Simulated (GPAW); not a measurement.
NbSi:

```xyz
2
Lattice="3.1564 0.0000 0.0000 0.0000 3.1564 0.0000 0.0000 0.0000 3.1564" Properties=species:S:1:pos:R:3 pbc="T T T"
Nb    0.0000    0.0000    0.0000
Si    1.5782    1.5782    1.5782
```

The cell was built by a generator and needn't be a form met in nature.

Program: GPAW 26.7.0. Alike in all runs: task band structure; no spin polarisation; cell as given; k mesh 8 × 8 × 8; cutoff (eV) 600; smearing fermi-dirac 0.05 eV.

Order these runs on this cell by their pressure, lowest first.
A. level LDA; potentials or basis the program's PAW data sets (release 1.2.1) made for this functional, pw
B. level AM05; potentials or basis PAW data sets generated in the run's folder for this functional, pw
C. level revPBE; potentials or basis the program's PAW data sets (release 1.2.1) made for this functional, pw
D. level r2SCAN; potentials or basis GPAW PAW data sets (gpaw-data 1.2.1), pw

A (-8.2 GPa), B (-6.2 GPa), D (-1.8 GPa), C (1.6 GPa).

Caveats: the PAW data sets were made with another functional, which shifts forces and pressure a little (some runs).
